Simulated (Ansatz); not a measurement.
Run this with Ansatz's Python interface and show what comes out.

`be2ag_be2ag.cif`
```cif
data_Be2Ag
_cell_length_a 4.445580
_cell_length_b 4.445580
_cell_length_c 4.445580
_cell_angle_alpha 60.00000
_cell_angle_beta 60.00000
_cell_angle_gamma 60.00000
_symmetry_space_group_name_H-M 'P 1'
_symmetry_Int_Tables_number 1
loop_
_symmetry_equiv_pos_as_xyz
'x, y, z'
loop_
_atom_site_label
_atom_site_type_symbol
_atom_site_fract_x
_atom_site_fract_y
_atom_site_fract_z
Be1 Be    0.625000    0.625000    0.625000
Be2 Be    0.125000    0.625000    0.625000
Be3 Be    0.625000    0.625000    0.125000
Be4 Be    0.625000    0.125000    0.625000
Ag5 Ag    0.000000    0.000000    0.000000
Ag6 Ag    0.250000    0.250000    0.250000
```

The script reads `be2ag_be.vasp`:
```text
Be
1.0
   2.28530000    0.00000000    0.00000000
  -1.14265000    1.97912786    0.00000000
   0.00000000    0.00000000    3.58420000
Be
2
Direct
   0.33333333    0.66666667    0.25000000
   0.66666667    0.33333333    0.75000000
```

Input file `be2ag_ag.cif`:
```cif
data_Ag
_cell_length_a 2.888885
_cell_length_b 2.888885
_cell_length_c 2.888885
_cell_angle_alpha 60.00000
_cell_angle_beta 60.00000
_cell_angle_gamma 60.00000
_symmetry_space_group_name_H-M 'P 1'
_symmetry_Int_Tables_number 1
loop_
_symmetry_equiv_pos_as_xyz
'x, y, z'
loop_
_atom_site_label
_atom_site_type_symbol
_atom_site_fract_x
_atom_site_fract_y
_atom_site_fract_z
Ag1 Ag    0.000000    0.000000    0.000000
```

`formation.py`:
```python
"""Formation energy of Be2Ag from the elements, after relaxing atoms and volume at fixed cell shape."""

from collections import Counter

import ansatz as az
from ase.io import read
import numpy as np


def compute(name, crystal):
    calc = (
        crystal.calculation()
        .scf(tolerance=1e-10)
        .basis(18 * az.Ha)
        .functional("lda")
        .kpoints(spacing=0.15)
        .occupations("cold", width=0.05)
        .stress()
    )
    calc = calc.relax(force_tolerance=0.03, fix_cell=["shape"])
    return calc.run()


def counts(outcome):
    return Counter(site.symbol for site in outcome.lattice.sites)

def formation_energy(outcome, mu):
    n = counts(outcome)
    return (outcome.report["energy_sigma0_ev"] - sum(k * mu[element] for element, k in n.items())) / sum(n.values())


def volume_per_atom(outcome):
    return abs(np.linalg.det(outcome.lattice.cell_ang)) / len(outcome.lattice.sites)

phases = {}
atoms = read("be2ag_be2ag.cif")
be2ag = az.Crystal.from_ase(atoms)
phases["Be2Ag"] = be2ag
atoms = read("be2ag_be.vasp", format="vasp")
be = az.Crystal.from_ase(atoms)
phases["Be"] = be
atoms = read("be2ag_ag.cif")
ag = az.Crystal.from_ase(atoms)
phases["Ag"] = ag

done = {name: compute(name, crystal) for name, crystal in phases.items()}

# chemical potentials of the elements at zero temperature
references = {"Be": "Be", "Ag": "Ag"}
mu = {element: done[name].report["energy_sigma0_ev"] / len(done[name].lattice.sites) for element, name in references.items()}

target = done["Be2Ag"]
heat = formation_energy(target, mu)
rows = [(name, len(o.lattice.sites), volume_per_atom(o), formation_energy(o, mu)) for name, o in done.items()]
print("| phase | atoms | V (A^3/atom) | E_form (eV/atom) |")
print("| --- | --- | --- | --- |")
for row in rows:
    print(f"| {row[0]} | {row[1]:d} | {row[2]:.3f} | {row[3]:.4f} |")
```

```console
$ python formation.py
| phase | atoms | V (A^3/atom) | E_form (eV/atom) |
| --- | --- | --- | --- |
| Be2Ag | 6 | 10.274 | -0.0346 |
| Be | 2 | 7.551 | 0.0000 |
| Ag | 1 | 16.025 | 0.0000 |
```

Notes:
- Atoms and volume are relaxed with the cell's shape held, which in cells of lower than cubic symmetry can hide stresses and shift volumes.
- The cells come from databases of deposited and of computed structures, and not all need be stable phases.
- The compound is the structure given, not necessarily its lowest; energies are at zero temperature, with no correction for gases. A semilocal functional's error on such energies is often 0.05 to 0.1 eV an atom, and 0.1 to 0.3 eV against gases such as O2 or F2.
- It ran for 66 s on 1 thread of Arm Neoverse V1, on a shared host, peak memory 0.53 GiB.
